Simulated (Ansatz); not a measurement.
WF:

```
CELL_PARAMETERS angstrom
1.36589 0.78860 5.06960
-1.36589 0.78860 5.06960
0.00000 -1.57719 5.06960
ATOMIC_POSITIONS crystal
W 0.81412 0.81412 0.81412
F 0.93712 0.93712 0.93712
```

The cell was built by a generator and needn't be a form met in nature.

Base run:

| Quantity | Value |
| --- | --- |
| Program | Ansatz 0.2.0 |
| Functional | PBE |
| Potentials or basis | Ansatz PAW |
| Cutoff | 420 eV (not typed: the program's choice for these potentials) |
| k mesh | 11 × 11 × 11 |
| Occupations | fermi-dirac, width 0.05 eV |
| Spin | no spin polarisation |
| Hubbard terms | W d U = 3 eV |

Its results: band gap on the k mesh none (metal or under the smearing width); pressure 1.5 GPa; largest force 0.025 eV/Å.

Problem. The run is repeated on the same cell with these changes: hubbard terms from W d U = 3 eV to W d U = 8 eV. What comes out?

Solution. Band gap on the k mesh none (metal or under the smearing width); pressure 9.4 GPa; largest force 0.250 eV/Å.

Caveats: an odd number of electrons without spin polarisation forces a metal; a magnetic or distorted state may lie lower; U without spin polarisation on a metal has little footing; the density of states is complete only up to the lowest level of the last band computed.
